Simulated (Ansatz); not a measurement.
From input file to script: La₂BrClO₂, space group P4mm in Ansatz 0.2.0.

```yaml
crystal:
  lattice:
    a: 4.143079
    b: 4.143079
    c: 7.305438
    alpha: 90.0
    beta: 90.0
    gamma: 90.0
  space_group: 99
  setting:
    hermann_mauguin: P4mm
  atoms:
    - { symbol: La, position: [0.0, 0.0, 0.161994] }
    - { symbol: La, position: [0.5, 0.5, 0.830482] }
    - { symbol: Br, position: [0.5, 0.5, 0.370952] }
    - { symbol: Cl, position: [0.0, 0.0, 0.641386] }
    - { symbol: O, position: [0.5, 0.0, 0.997593] }
kpoints:
  mp_grid:
    grid: [6, 6, 4]
hamiltonian:
  xc: lda
scf:
  occupations:
    method: fixed
elastic:
  mode: clamped_ion
```

`elastic_la2brclo2.py`
```python
"""Elastic constants of La2BrClO2."""

import warnings

import ansatz as az
import numpy as np

warnings.simplefilter("ignore", az.DeckWarning)

la2brclo2 = (
    az.Lattice.from_parameters(4.143079, 4.143079, 7.305438, alpha=90, beta=90, gamma=90)
    .space_group(99, hermann_mauguin="P4mm")
    .atom("La", (0.0, 0.0, 0.161994))
    .atom("La", (0.5, 0.5, 0.830482))
    .atom("Br", (0.5, 0.5, 0.370952))
    .atom("Cl", (0.0, 0.0, 0.641386))
    .atom("O", (0.5, 0.0, 0.997593))
)

setup = (
    la2brclo2.calculation()
    .functional(az.Functional.LDA)
    .occupations("fixed")  # whole-number filling, right only where there is a gap
    .kpoints(6, 6, 4)  # sampling of the Brillouin zone
)
outcome = setup.elastic("clamped_ion").run(threads=1)
elastic = outcome.elastic

print(np.array2string(np.round(elastic.c_gpa, 1) + 0.0, suppress_small=True))
print("Voigt stress of the unstrained cell (GPa, tension positive):", np.round(elastic.sigma0_gpa, 3) + 0.0)
print("smallest eigenvalue of C:", round(elastic.stability.min_eigenvalue_gpa, 1), "GPa; tensor positive definite:", elastic.stability.min_eigenvalue_gpa > 0)
# averaged moduli need a positive definite tensor
if elastic.stability.min_eigenvalue_gpa > 0:
    m = elastic.moduli
    anisotropy = 5 * m.g_voigt_gpa / m.g_reuss_gpa + m.k_voigt_gpa / m.k_reuss_gpa - 6
    print(f"Voigt K {m.k_voigt_gpa:.1f} G {m.g_voigt_gpa:.1f}; Reuss K {m.k_reuss_gpa:.1f} G {m.g_reuss_gpa:.1f}; universal anisotropy index {anisotropy:.3f}")
    S = np.linalg.inv(elastic.c_gpa)
    print("Young modulus along x, y, z (GPa):", np.round(1 / np.diag(S)[:3], 1))
    print("linear compressibility along x, y, z (1/TPa):", np.round(1000 * S[:3, :3].sum(axis=1), 2))
```

```console
$ python elastic_la2brclo2.py
[[132.2  53.8  56.6   0.    0.    0. ]
 [ 53.8 132.2  56.6   0.    0.    0. ]
 [ 57.3  57.3  81.4   0.    0.    0. ]
 [  0.    0.    0.   42.2   0.    0. ]
 [  0.    0.    0.    0.   42.2   0. ]
 [  0.    0.    0.    0.    0.   49.9]]
Voigt stress of the unstrained cell (GPa, tension positive): [6.556 6.556 5.764 0.    0.    0.   ]
smallest eigenvalue of C: 37.7 GPa; tensor positive definite: True
Voigt K 75.7 G 38.7; Reuss K 71.5 G 34.4; universal anisotropy index 0.689
Young modulus along x, y, z (GPa): [90.2 90.2 46.6]
linear compressibility along x, y, z (1/TPa): [2.87 2.87 8.24]
```

The Fermi level of a run with fixed occupations marks the highest occupied state on its mesh, not mid-gap. A positive definite tensor excludes instabilities under uniform strain alone; phonons elsewhere in the zone can still be imaginary. The cell stands under an uneven stress, so these stress-strain coefficients aren't symmetric, and eigenvalues smaller than that stress decide nothing. These are clamped-ion constants: where atoms have free coordinates under strain, the relaxed-ion ones can be far smaller or negative, so this tensor doesn't settle whether the crystal is stable. At these settings the cell as given stands under about -6 GPa, so it isn't at this functional's equilibrium volume. The structure comes from a database of computed cells and needn't be a stable or known phase. The constants belong to the cell that was strained; where it wasn't relaxed first it may be under stress. Wall time of the script: 5.2 min on 1 thread of Arm Neoverse V1, on a shared host, peak memory 0.54 GiB.

(A comment or docstring line of the script was reworded after the run, the code is as it ran; lines on the test bed's own set-up are left out of the output.)
